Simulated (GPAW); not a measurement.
# In3As (Pm-3m) in GPAW: notebook

One crystal, In3As, is run at these levels: PBEsol; tasks: relaxation of cell and atoms.

All numbers are computed with GPAW 26.7.0; they aren't measurements. Logs are shortened: lines on timing, memory, paths and dates and some standing lists are left out, and cuts for length are marked. The log counts tension as positive stress, the text compression.

**1. The crystal as given**

It takes space group Pm-3m (No. 221, cubic). The conventional cell has a = 4.672 Å, b = 4.672 Å, c = 4.672 Å, α = 90.00°, β = 90.00°, γ = 90.00°. Around In (site symmetry 4/mmm) lie 8 In at 3.30 Å and 4 As at 3.30 Å. As (site symmetry m-3m) is surrounded by 12 In at 3.30 Å.

The cell comes from a database or a generator and needn't be the stable form of this composition.

**2. Relaxation of cell and atoms, PBEsol**

The input, run.py:

```python
from ase import Atoms
from ase.filters import FrechetCellFilter
from ase.io import write
from ase.optimize import BFGS
from gpaw import GPAW, PW, setup_paths

setup_paths.insert(0, '.')

atoms = Atoms(['In', 'In', 'In', 'As'],
              cell=[[4.671681, 0.0, 0.0],
                    [0.0, 4.671681, 0.0],
                    [0.0, 0.0, 4.671681]],
              scaled_positions=[[0.5, 0.5, 0.0],
                                [0.5, 0.0, 0.5],
                                [0.0, 0.5, 0.5],
                                [0.0, 0.0, 0.0]],
              pbc=True)

calc = GPAW(mode=PW(600),
            xc='PBEsol',
            kpts={'size': (6, 6, 6), 'gamma': True},
            occupations={'name': 'fermi-dirac', 'width': 0.05},
            nbands=36,
            convergence={'density': 1e-05, 'forces': 0.0001},
            maxiter=150,
            txt='gpaw.txt')
atoms.calc = calc
opt = BFGS(FrechetCellFilter(atoms), trajectory='relax.traj', logfile='-')
done = opt.run(fmax=0.02, steps=60)
calc.write('gs.gpw')
write('result.traj', atoms)
print('Converged:', done)
print('Cell:', atoms.cell.cellpar().round(4))
print('Volume:', round(atoms.get_volume(), 4))
print(atoms.get_scaled_positions().round(5))
```

Potentials or basis: PAW data sets generated in the run's folder for this functional, pw.

The run is started by

```console
gpaw-setup -f PBEsol As In
OMP_NUM_THREADS=1 python run.py
```

gpaw.txt:

```text
__  _  _
 | _ |_)|_||  |
 |__||  | ||/\| - 26.7.0

Input parameters:
  mode=PW(ecut=600.0),
  convergence={'density': 1e-05, 'forces': 0.0001},
  kpts=MonkhorstPack(size=(6, 6, 6), gamma=True),
  maxiter=150,
  nbands=36,
  occupations=Occupations(name='fermi-dirac', width=0.05),
  xc=XC(name='PBEsol')

Diagonalizing LCAO Hamiltonian
Converting LCAO to pw mode
    .----------.
   /|          |
  / |          |
 *  |          |
 |  |          |
 | In          |
 |  .--In------.
 | /    In    /
 |/          /
 As---------*

Atoms  # Å, Bohr magnetons
|   | symbol |        x |        y |        z |    initial magnetic moments |
|---|--------|----------|----------|----------|-----------------------------|
| 0 |     In | 2.335841 | 2.335841 | 0.000000 | ( 0.0000,  0.0000,  0.0000) |
| 1 |     In | 2.335841 | 0.000000 | 2.335841 | ( 0.0000,  0.0000,  0.0000) |
| 2 |     In | 0.000000 | 2.335841 | 2.335841 | ( 0.0000,  0.0000,  0.0000) |
| 3 |     As | 0.000000 | 0.000000 | 0.000000 | ( 0.0000,  0.0000,  0.0000) |

Unit cell  # Å
| periodic |        x |        y |        z |  lengths |    angles |
|----------|----------|----------|----------|----------|-----------|
|      yes | 4.671681 | 0.000000 | 0.000000 | 4.671681 | 90.000000 |
|      yes | 0.000000 | 4.671681 | 0.000000 | 4.671681 | 90.000000 |
|      yes | 0.000000 | 0.000000 | 4.671681 | 4.671681 | 90.000000 |

Number of symmetries: 48
Symmetry operations  # r_c * U_cc + t_c -> r_c
|    | kind |            matrix            |
|----|------|------------------------------|
|  0 |  E   |  1, 0, 0,  0, 1, 0,  0, 0, 1 |
|  1 |  σ   |  1, 0, 0,  0, 1, 0,  0, 0,-1 |
|  2 |  σ   |  1, 0, 0,  0, 0, 1,  0, 1, 0 |
|  3 |  C4  |  1, 0, 0,  0, 0, 1,  0,-1, 0 |
|  4 |  C4  |  1, 0, 0,  0, 0,-1,  0, 1, 0 |
|  5 |  σ   |  1, 0, 0,  0, 0,-1,  0,-1, 0 |
|  6 |  σ   |  1, 0, 0,  0,-1, 0,  0, 0, 1 |
|  7 |  C2  |  1, 0, 0,  0,-1, 0,  0, 0,-1 |
|  8 |  σ   |  0, 1, 0,  1, 0, 0,  0, 0, 1 |
|  9 |  C2  |  0, 1, 0,  1, 0, 0,  0, 0,-1 |
| 10 |  C3  |  0, 1, 0,  0, 0, 1,  1, 0, 0 |
| 11 |  S6  |  0, 1, 0,  0, 0, 1, -1, 0, 0 |
| 12 |  S6  |  0, 1, 0,  0, 0,-1,  1, 0, 0 |
| 13 |  C3  |  0, 1, 0,  0, 0,-1, -1, 0, 0 |
[... 234 lines left out ...]
Forces  # eV/Ang
|        x |        y |        z |
|----------|----------|----------|
|  0.00000 |  0.00000 |  0.00000 |  # In   0
| -0.00000 | -0.00000 |  0.00000 |  # In   1
| -0.00000 | -0.00000 |  0.00000 |  # In   2
| -0.00000 | -0.00000 | -0.00000 |  # As   3

Interpolating wave functions to new cell
    .----------.
   /|          |
  / |          |
 *  |          |
 | In          |
 |  |          |
 |  .--In------.
 | /    In    /
 |/          /
 As---------*

Atoms  # Å, Bohr magnetons
|   | symbol |         x |         y |         z |    initial magnetic moments |
|---|--------|-----------|-----------|-----------|-----------------------------|
| 0 |     In |  2.332305 |  2.332305 |  0.000000 | ( 0.0000,  0.0000,  0.0000) |
| 1 |     In |  2.332305 | -0.000000 |  2.332305 | ( 0.0000,  0.0000,  0.0000) |
| 2 |     In | -0.000000 |  2.332305 |  2.332305 | ( 0.0000,  0.0000,  0.0000) |
| 3 |     As | -0.000000 | -0.000000 | -0.000000 | ( 0.0000,  0.0000,  0.0000) |

Unit cell  # Å
| periodic |        x |        y |        z |  lengths |    angles |
|----------|----------|----------|----------|----------|-----------|
|      yes | 4.664609 | 0.000000 | 0.000000 | 4.664609 | 90.000000 |
|      yes | 0.000000 | 4.664609 | 0.000000 | 4.664609 | 90.000000 |
|      yes | 0.000000 | 0.000000 | 4.664609 | 4.664609 | 90.000000 |

Number of symmetries: 48
Symmetry operations  # r_c * U_cc + t_c -> r_c
|    | kind |            matrix            |
|----|------|------------------------------|
|  0 |  E   |  1, 0, 0,  0, 1, 0,  0, 0, 1 |
|  1 |  σ   |  1, 0, 0,  0, 1, 0,  0, 0,-1 |
|  2 |  σ   |  1, 0, 0,  0, 0, 1,  0, 1, 0 |
|  3 |  C4  |  1, 0, 0,  0, 0, 1,  0,-1, 0 |
|  4 |  C4  |  1, 0, 0,  0, 0,-1,  0, 1, 0 |
|  5 |  σ   |  1, 0, 0,  0, 0,-1,  0,-1, 0 |
|  6 |  σ   |  1, 0, 0,  0,-1, 0,  0, 0, 1 |
|  7 |  C2  |  1, 0, 0,  0,-1, 0,  0, 0,-1 |
|  8 |  σ   |  0, 1, 0,  1, 0, 0,  0, 0, 1 |
|  9 |  C2  |  0, 1, 0,  1, 0, 0,  0, 0,-1 |
| 10 |  C3  |  0, 1, 0,  0, 0, 1,  1, 0, 0 |
| 11 |  S6  |  0, 1, 0,  0, 0, 1, -1, 0, 0 |
| 12 |  S6  |  0, 1, 0,  0, 0,-1,  1, 0, 0 |
| 13 |  C3  |  0, 1, 0,  0, 0,-1, -1, 0, 0 |
[... 241 lines left out ...]
Interpolating wave functions to new cell

         In
            In

              In
       As

Atoms  # Å, Bohr magnetons
|   | symbol |         x |         y |         z |    initial magnetic moments |
|---|--------|-----------|-----------|-----------|-----------------------------|
| 0 |     In |  2.284505 |  2.284505 | -0.000000 | ( 0.0000,  0.0000,  0.0000) |
| 1 |     In |  2.284505 | -0.000000 |  2.284505 | ( 0.0000,  0.0000,  0.0000) |
| 2 |     In | -0.000000 |  2.284505 |  2.284505 | ( 0.0000,  0.0000,  0.0000) |
| 3 |     As | -0.000000 |  0.000000 |  0.000000 | ( 0.0000,  0.0000,  0.0000) |

Unit cell  # Å
| periodic |         x |         y |        z |  lengths |    angles |
|----------|-----------|-----------|----------|----------|-----------|
|      yes |  4.569010 | -0.000000 | 0.000000 | 4.569010 | 90.000000 |
|      yes | -0.000000 |  4.569010 | 0.000000 | 4.569010 | 90.000000 |
|      yes |  0.000000 | -0.000000 | 4.569010 | 4.569010 | 90.000000 |

Number of symmetries: 48
Symmetry operations  # r_c * U_cc + t_c -> r_c
|    | kind |            matrix            |
|----|------|------------------------------|
|  0 |  E   |  1, 0, 0,  0, 1, 0,  0, 0, 1 |
|  1 |  σ   |  1, 0, 0,  0, 1, 0,  0, 0,-1 |
|  2 |  σ   |  1, 0, 0,  0, 0, 1,  0, 1, 0 |
|  3 |  C4  |  1, 0, 0,  0, 0, 1,  0,-1, 0 |
|  4 |  C4  |  1, 0, 0,  0, 0,-1,  0, 1, 0 |
|  5 |  σ   |  1, 0, 0,  0, 0,-1,  0,-1, 0 |
|  6 |  σ   |  1, 0, 0,  0,-1, 0,  0, 0, 1 |
|  7 |  C2  |  1, 0, 0,  0,-1, 0,  0, 0,-1 |
|  8 |  σ   |  0, 1, 0,  1, 0, 0,  0, 0, 1 |
|  9 |  C2  |  0, 1, 0,  1, 0, 0,  0, 0,-1 |
| 10 |  C3  |  0, 1, 0,  0, 0, 1,  1, 0, 0 |
| 11 |  S6  |  0, 1, 0,  0, 0, 1, -1, 0, 0 |
| 12 |  S6  |  0, 1, 0,  0, 0,-1,  1, 0, 0 |
| 13 |  C3  |  0, 1, 0,  0, 0,-1, -1, 0, 0 |
[... 219 lines left out ...]
|         28 |        13.353 |     0.000 |
|         29 |        14.577 |     0.000 |
|        ... |               |           |
|         35 |        17.248 |     0.000 |

No gap
No difference between direct/indirect transitions

Stress tensor  # eV/Ang^3
|         x |         y |         z |
|-----------|-----------|-----------|
| -0.001802 |  0.000000 |  0.000000 |
|  0.000000 | -0.001802 |  0.000000 |
|  0.000000 |  0.000000 | -0.001802 |

Forces  # eV/Ang
|        x |        y |        z |
|----------|----------|----------|
|  0.00000 | -0.00000 |  0.00000 |  # In   0
|  0.00000 |  0.00000 |  0.00000 |  # In   1
|  0.00000 |  0.00000 |  0.00000 |  # In   2
| -0.00000 |  0.00000 | -0.00000 |  # As   3

Interpolating wave functions to new cell

        In
             In

              In
       As

Atoms  # Å, Bohr magnetons
|   | symbol |         x |        y |         z |    initial magnetic moments |
|---|--------|-----------|----------|-----------|-----------------------------|
| 0 |     In |  2.289147 | 2.289147 | -0.000000 | ( 0.0000,  0.0000,  0.0000) |
| 1 |     In |  2.289147 | 0.000000 |  2.289147 | ( 0.0000,  0.0000,  0.0000) |
| 2 |     In |  0.000000 | 2.289147 |  2.289147 | ( 0.0000,  0.0000,  0.0000) |
| 3 |     As | -0.000000 | 0.000000 |  0.000000 | ( 0.0000,  0.0000,  0.0000) |

Unit cell  # Å
| periodic |         x |         y |         z |  lengths |    angles |
|----------|-----------|-----------|-----------|----------|-----------|
|      yes |  4.578295 |  0.000000 | -0.000000 | 4.578295 | 90.000000 |
|      yes |  0.000000 |  4.578295 |  0.000000 | 4.578295 | 90.000000 |
|      yes | -0.000000 | -0.000000 |  4.578295 | 4.578295 | 90.000000 |

Number of symmetries: 48
Symmetry operations  # r_c * U_cc + t_c -> r_c
|    | kind |            matrix            |
|----|------|------------------------------|
|  0 |  E   |  1, 0, 0,  0, 1, 0,  0, 0, 1 |
|  1 |  σ   |  1, 0, 0,  0, 1, 0,  0, 0,-1 |
|  2 |  σ   |  1, 0, 0,  0, 0, 1,  0, 1, 0 |
|  3 |  C4  |  1, 0, 0,  0, 0, 1,  0,-1, 0 |
|  4 |  C4  |  1, 0, 0,  0, 0,-1,  0, 1, 0 |
|  5 |  σ   |  1, 0, 0,  0, 0,-1,  0,-1, 0 |
|  6 |  σ   |  1, 0, 0,  0,-1, 0,  0, 0, 1 |
|  7 |  C2  |  1, 0, 0,  0,-1, 0,  0, 0,-1 |
|  8 |  σ   |  0, 1, 0,  1, 0, 0,  0, 0, 1 |
|  9 |  C2  |  0, 1, 0,  1, 0, 0,  0, 0,-1 |
| 10 |  C3  |  0, 1, 0,  0, 0, 1,  1, 0, 0 |
| 11 |  S6  |  0, 1, 0,  0, 0, 1, -1, 0, 0 |
| 12 |  S6  |  0, 1, 0,  0, 0,-1,  1, 0, 0 |
| 13 |  C3  |  0, 1, 0,  0, 0,-1, -1, 0, 0 |
[... 218 lines left out ...]
|         28 |        13.260 |     0.000 |
|         29 |        14.491 |     0.000 |
|        ... |               |           |
|         35 |        17.123 |     0.000 |

No gap
No difference between direct/indirect transitions

Stress tensor  # eV/Ang^3
|         x |         y |        z |
|-----------|-----------|----------|
|  0.000134 | -0.000000 | 0.000000 |
| -0.000000 |  0.000134 | 0.000000 |
|  0.000000 |  0.000000 | 0.000134 |

Forces  # eV/Ang
|        x |        y |       z |
|----------|----------|---------|
|  0.00000 | -0.00000 | 0.00000 |  # In   0
|  0.00000 |  0.00000 | 0.00000 |  # In   1
| -0.00000 |  0.00000 | 0.00000 |  # In   2
|  0.00000 |  0.00000 | 0.00000 |  # As   3

# Writing to gs.gpw (mode='')
```

It took 2.3 min on 1 thread of Arm Neoverse V2, shared host; peak memory 0.27 GiB.

Results:

* Free energy: -14.4009 eV
* Relaxed volume: 23.99 Å³/atom
* Relaxed cell: a = 4.578 Å, b = 4.578 Å, c = 4.578 Å, α = 90.00°, β = 90.00°, γ = 90.00°
* Space group after relaxing (to 0.05 Å): Pm-3m (No. 221)
* Energy gained by relaxing: 12.5 meV/atom
* Ionic steps: 4
* Pressure after relaxing: 0.0 GPa
* Band gap on the k mesh: none (metal or under the smearing width)

The path:
| step | energy change (eV) | largest force (eV/Å) | pressure (GPa) | volume (Å³) |
| --- | --- | --- | --- | --- |
| 1 | 0.0000 | 0.0000 | -2.67 | 101.96 |
| 2 | -0.0072 | 0.0000 | -2.50 | 101.50 |
| 3 | -0.0493 | 0.0000 | 0.29 | 95.38 |
| 4 | -0.0502 | 0.0000 | -0.02 | 95.96 |

Final structure:
```
In As
1.0
     4.57829    0.00000    0.00000
     0.00000    4.57829    0.00000
     0.00000    0.00000    4.57829
In As
3 1
Direct
  0.50000 0.50000 0.00000
  0.50000 0.00000 0.50000
  0.00000 0.50000 0.50000
  0.00000 0.00000 0.00000
```

Caveat: later steps reuse the first step's grids.

**3. Relaxation of cell and atoms, PBEsol, target pressure 2 GPa, at which the enthalpy is minimised**

run.py, as its differences from that of step 2:

```diff
@@ -4,2 +4,3 @@
 from ase.optimize import BFGS
+from ase.units import GPa
 from gpaw import GPAW, PW, setup_paths
@@ -27,3 +28,3 @@
 atoms.calc = calc
-opt = BFGS(FrechetCellFilter(atoms), trajectory='relax.traj', logfile='-')
+opt = BFGS(FrechetCellFilter(atoms, scalar_pressure=2 * GPa), trajectory='relax.traj', logfile='-')
 done = opt.run(fmax=0.02, steps=60)
```

Potentials or basis: PAW data sets generated in the run's folder for this functional, pw.

The run is started by

```console
gpaw-setup -f PBEsol As In
OMP_NUM_THREADS=1 python run.py
```

Run time: 2.4 min. Hardware: 1 thread of Arm Neoverse V2, shared host; peak memory 0.27 GiB.

Results (log left out):

```
Free energy                                            : -14.3799 eV
Relaxed volume                                         : 23.14 Å³/atom
Relaxed cell                                           : a = 4.523 Å, b = 4.523 Å, c = 4.523 Å, α = 90.00°, β = 90.00°, γ = 90.00°
Space group after relaxing (to 0.05 Å)                 : Pm-3m (No. 221)
Energy change on relaxing (the enthalpy is what falls) : -7.0 meV/atom
Ionic steps                                            : 4
Pressure after relaxing                                : 1.9 GPa
Band gap on the k mesh                                 : none (metal or under the smearing width)
```

The path:
```tsv
step	energy change (eV)	largest force (eV/Å)	pressure (GPa)	volume (Å³)
1	0.0000	0.0000	-2.67	101.96
2	-0.0123	0.0000	-2.36	101.15
3	-0.0095	0.0000	2.73	91.32
4	-0.0281	0.0000	1.93	92.56
```

Final structure:
```
In As
1.0
     4.52348    0.00000    0.00000
     0.00000    4.52348    0.00000
     0.00000    0.00000    4.52348
In As
3 1
Cartesian
  2.2617 2.2617 0.0000
  2.2617 0.0000 2.2617
  0.0000 2.2617 2.2617
  0.0000 0.0000 0.0000
```

Levels at points of the mesh, in eV from the Fermi level:
| k point | band 19 | band 20 | band 21 | band 22 | band 23 | band 24 | band 25 | band 26 |
| --- | --- | --- | --- | --- | --- | --- | --- | --- |
| (0.00, 0.00, 0.00) | -3.28 | -3.28 | -1.74 | -1.74 | 2.17 | 2.17 | 2.17 | 4.76 |
| (0.50, 0.00, 0.00) | -1.82 | -1.82 | -0.88 | -0.23 | -0.23 | -0.02 | 1.31 | 5.02 |
| (0.50, 0.50, 0.00) | -6.24 | -0.88 | -0.49 | 0.64 | 0.64 | 1.90 | 1.90 | 1.97 |
| (0.50, 0.50, 0.50) | -4.50 | -4.29 | -4.29 | -4.29 | -3.82 | 5.13 | 5.13 | 5.13 |

Caveat: later steps reuse the first step's grids.

**4. Relaxation of cell and atoms, PBEsol, target pressure 5 GPa, at which the enthalpy is minimised**

run.py, as its differences from that of step 3:

```diff
@@ -28,3 +28,3 @@
 atoms.calc = calc
-opt = BFGS(FrechetCellFilter(atoms, scalar_pressure=2 * GPa), trajectory='relax.traj', logfile='-')
+opt = BFGS(FrechetCellFilter(atoms, scalar_pressure=5 * GPa), trajectory='relax.traj', logfile='-')
 done = opt.run(fmax=0.02, steps=60)
```

The run is started by

```console
gpaw-setup -f PBEsol As In
OMP_NUM_THREADS=1 python run.py
```

It took 2.8 min on 1 thread of Arm Neoverse V2, shared host; peak memory 0.26 GiB.

The run converged. Its results:

* Free energy: -14.2875 eV
* Relaxed volume: 22.07 Å³/atom
* Relaxed cell: a = 4.452 Å, b = 4.452 Å, c = 4.452 Å, α = 90.00°, β = 90.00°, γ = 90.00°
* Space group after relaxing (to 0.05 Å): Pm-3m (No. 221)
* Energy change on relaxing (the enthalpy is what falls): +16.0 meV/atom
* Ionic steps: 5
* Pressure after relaxing: 5.0 GPa
* Band gap on the k mesh: none (metal or under the smearing width)

Step by step:
| step | energy change (eV) | largest force (eV/Å) | pressure (GPa) | volume (Å³) |
| --- | --- | --- | --- | --- |
| 1 | 0.0000 | 0.0000 | -2.67 | 101.96 |
| 2 | -0.0194 | 0.0000 | -2.16 | 100.63 |
| 3 | 0.1225 | 0.0000 | 6.44 | 86.62 |
| 4 | 0.0552 | 0.0000 | 4.75 | 88.56 |
| 5 | 0.0641 | 0.0000 | 4.99 | 88.27 |

Final structure:
```
CELL_PARAMETERS angstrom
4.45245 0.00000 0.00000
0.00000 4.45245 0.00000
0.00000 0.00000 4.45245
ATOMIC_POSITIONS crystal
In 0.50000 0.50000 0.00000
In 0.50000 0.00000 0.50000
In 0.00000 0.50000 0.50000
As 0.00000 0.00000 0.00000
```

Levels at points of the mesh, in eV from the Fermi level:
```tsv
k point	band 18	band 19	band 20	band 21	band 22	band 23	band 24	band 25	band 26	band 27
(0.00, 0.00, 0.00)	-3.53	-3.53	-3.53	-1.70	-1.70	2.18	2.18	2.18	4.84	4.84
(0.50, 0.00, 0.00)	-4.36	-1.98	-1.98	-0.74	-0.34	-0.34	-0.08	1.20	5.17	5.17
(0.50, 0.50, 0.00)	-6.61	-6.49	-0.98	-0.55	0.71	0.71	1.85	1.85	2.06	2.23
(0.50, 0.50, 0.50)	-4.81	-4.81	-4.37	-4.37	-4.37	-4.08	5.33	5.33	5.33	9.79
```

Caveat: later steps reuse the first step's grids.

**5. Overview**

| cell | target pressure | gap on the mesh (eV) | pressure (GPa) |
| --- | --- | --- | --- |
| relaxed | - | none | 0.0 |
| relaxed to 2 GPa | 2 GPa | none | 1.9 |
| relaxed to 5 GPa | 5 GPa | none | 5.0 |

Alike in all rows: task relaxation of cell and atoms; level PBEsol; potentials or basis PAW data sets generated in the run's folder for this functional, pw; no spin polarisation; k mesh 6 × 6 × 6; cutoff (eV) 600; smearing fermi-dirac 0.05 eV.

Caveats: later steps reuse the first step's grids.

Total energies depend on the potentials used, so only differences within one code and one set of settings carry meaning.
